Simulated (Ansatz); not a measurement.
Runs of Ansatz 0.2.0 on NaSb2Au. Symmetry: P-3m1, No. 164, trigonal system. Conventional cell: a = 4.357 Å, b = 4.357 Å, c = 6.818 Å, α = 90.00°, β = 90.00°, γ = 120.00°. Na (site symmetry -3m) has 6 Sb at 3.31 Å and 2 Au at 3.41 Å as nearest neighbours. Sb (site symmetry 3m) has 3 Au at 2.81 Å as nearest neighbours. Au (site symmetry -3m) is surrounded by 6 Sb at 2.81 Å. The cell was built by a generator and needn't be a form met in nature.

| share of exact exchange | gap on the mesh (eV) | pressure (GPa) | largest force (eV/Å) |
| --- | --- | --- | --- |
| 0.5 | none | (c) | 0.44 |
| 0.25 | none | (d) | 0.18 |
| 0.1 | none | (b) | 0.03 |
| 0.2 | none | -1.2 | 0.13 |
| 0.05 | none | 0.0 | 0.02 |
| 0.15 | none | -0.8 | (a) |
| 0.3 | none | -1.9 | 0.23 |
| 0.4 | none | -2.6 | 0.34 |

Alike in all rows: task single point; level HSE06 form with a typed share of exact exchange; potentials or basis Ansatz PAW; no spin polarisation; cell as given; k mesh 4 × 4 × 2; cutoff (eV) 420; smearing fermi-dirac 0.05 eV; the mesh is coarse, so values aren't converged.

**Question.** Fill in the values left out.

**Answer.** (a) 0.08; (b) -0.4; (c) -3.3; (d) -1.5.

Caveats: all runs use coarse meshes; the PAW data sets come from PBE, with cores solved anew for the run's functional, which leaves a small shift of forces and pressure; the thresholds are loose for stress.

A k mesh can miss the band edges, and the runs leave out spin-orbit coupling on Au, Sb.

A gap of «none» marks a metal or a gap under the smearing width.
